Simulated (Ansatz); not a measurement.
Predict the output of the script below (the Ansatz DFT code, driven from Python).

Input file `input.yaml`:
```yaml
crystal:
  periodic: [false, false, false]
  atoms:
    - { symbol: C, position_ang: [0.7703, 2.1157, 0.5285] }
    - { symbol: O, position_ang: [-0.1318, 1.1332, 0.0912] }
    - { symbol: Si, position_ang: [0.2693, -0.5076, 0.2645] }
    - { symbol: Si, position_ang: [-1.2726, -1.8343, -0.7378] }
    - { symbol: Cl, position_ang: [-1.3081, -1.5617, -2.789] }
    - { symbol: H, position_ang: [0.9605, 2.0183, 1.6411] }
    - { symbol: H, position_ang: [0.4084, 3.0725, 0.3506] }
    - { symbol: H, position_ang: [1.7354, 2.0304, 0.0319] }
    - { symbol: H, position_ang: [1.6066, -0.7142, -0.3093] }
    - { symbol: H, position_ang: [0.3663, -0.8133, 1.7035] }
    - { symbol: H, position_ang: [-2.6381, -1.5937, -0.2941] }
    - { symbol: H, position_ang: [-0.9482, -3.2904, -0.5419] }
basis:
  gaussian: { orbitals: def2-SVP }
hamiltonian:
  xc: pbe
output:
  forces: true
```

Script `deck.py`:
```python
import ansatz as az
import numpy as np

session = az.Session.from_deck("input.yaml")
rep = session.plan(threads=1).execute().report

print(f"E = {rep['free_energy_ev']:.6f} eV = {rep['free_energy_ev'] / 27.211386246:.7f} Ha")
print("converged:", rep["converged"], " doubts:", rep["published_state_doubts"] or "none")
symbols = ["C", "O", "Si", "Si", "Cl", "H", "H", "H", "H", "H", "H", "H"]

forces = np.array(rep["forces_ev_ang"])
print("largest force", round(float(np.linalg.norm(forces, axis=1).max()), 4), "eV/A, rms", round(float(np.sqrt((forces ** 2).mean())), 4))
charges = rep["charge_distribution"]
print("dipole moment", round(4.803205 * float(np.linalg.norm(charges["dipole_moment_e_ang"])), 3), "D")
print("Mulliken:", [(s, round(q, 3)) for s, q in zip(symbols, charges["mulliken_charges_e"])])
```

```console
$ python deck.py
E = -31448.858294 eV = -1155.7242255 Ha
converged: True  doubts: none
largest force 2.9705 eV/A, rms 0.8088
dipole moment 1.952 D
Mulliken: [('C', 0.17), ('O', -0.447), ('Si', 0.378), ('Si', 0.286), ('Cl', -0.235), ('H', 0.022), ('H', 0.021), ('H', 0.019), ('H', -0.065), ('H', -0.074), ('H', -0.033), ('H', -0.042)]
```

Caveats:
- Total energies depend on the basis set; only differences at equal settings carry meaning.
- The geometry is a force-field or estimated start, not a minimum of this method, and the basis set is short of its limit.
- Run time: 4.6 s on 1 thread of Arm Neoverse V1, on a shared host, peak memory 0.21 GiB.
